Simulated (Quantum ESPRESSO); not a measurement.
The system is Ag.

```
CELL_PARAMETERS angstrom
0.00000 3.18971 3.18971
3.18971 0.00000 3.18971
3.18971 3.18971 0.00000
ATOMIC_POSITIONS crystal
Ag 0.25000 0.25000 0.25000
Ag 0.75000 0.75000 0.75000
Ag 0.00000 0.00000 0.00000
```

The cell was built by a generator and needn't be a form met in nature.

* Program: Quantum ESPRESSO 7.5
* Task: phonons
* Functional: rev-vdW-DF2
* Potentials or basis: JTH 2.0 PBE
* Cutoff: 707 eV
* Density cutoff: 4245 eV
* k mesh: 7 × 7 × 7
* Occupations: cold, width 0.2 eV
* Spin: no spin polarisation
* Mixing beta: 0.5
* Most SCF iterations: 120
* SCF threshold: 6e-10 Ry

The cell and the atoms were relaxed first, to 20.82 Å³/atom (a = 4.454 Å, b = 4.454 Å, c = 4.454 Å, α = 60.00°, β = 60.00°, γ = 60.00°), and the response was taken there.

Problem. What is the highest optical frequency at the zone centre?

Solution. 167 cm⁻¹, a mode of symmetry T1u (IR).

Optical modes at Γ, degenerate ones joined:
```
cm⁻¹  components  symmetry  active in
 103           3       T2g      Raman
 167           3       T1u         IR
```

Caveat: the potentials were made for another functional, which shifts forces and pressure.
